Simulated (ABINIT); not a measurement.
Runs of ABINIT 10.8.3 (patched build) on TaAs. The structure is tetragonal, space group I4_1md (No. 109). Conventional cell: a = 3.444 Å, b = 3.444 Å, c = 11.736 Å, α = 90.00°, β = 90.00°, γ = 90.00°. Around Ta (site symmetry 2mm) lie 6 As at 2.61 to 2.62 Å. Around As (site symmetry 2mm) lie 6 Ta at 2.61 to 2.62 Å. The cell is a database's computed one.

```csv
level,potentials or basis,k mesh,cutoff (eV),fine-grid cutoff,mesh quality,gap on the mesh (eV),pressure (GPa),largest force (eV/Å)
PBEsol,JTH PAW PBE v2.0,4 × 4 × 4,517,1034.03 eV,coarse,none,(a),0.02
PBEsol,JTH PAW PBE v2.0,9 × 9 × 9,517,1034.03 eV,not flagged,none,-3.7,0.02
LDA,JTH PAW LDA v2.0,7 × 7 × 7,408,816.342 eV,not flagged,0.07,-,0.02
LDA,JTH PAW LDA v2.0,4 × 4 × 4,408,816.342 eV,coarse,none,-,0.02
LDA,JTH PAW LDA v2.0,9 × 9 × 9,408,816.342 eV,not flagged,none,-,0.01
r2SCAN,JTH PAW PBE v2.0,4 × 4 × 4,626,1224.51 eV,coarse,none,0.2,0.01
PBEsol,JTH PAW PBE v2.0,7 × 7 × 7,517,1034.03 eV,not flagged,0.07,-3.7,0.03
```

Alike in all rows: task single point; no spin polarisation; cell as given; smearing fermi-dirac 0.05 eV.

Q: Estimate the missing entries.

A: (a) -3.2.

Caveats: some runs use coarse meshes; the PAW data sets were made with another functional, which shifts forces and pressure a little (some runs); spin-orbit coupling is left out, which moves the levels of the heavy elements (some runs); an odd mesh through Γ misses points on the zone boundary, where band edges often lie (some runs).

A k mesh can miss the band edges, and the runs leave out spin-orbit coupling on As, Ta.

A gap of «none» marks a metal or a gap under the smearing width.

Runs at the PBE level aren't shown here.
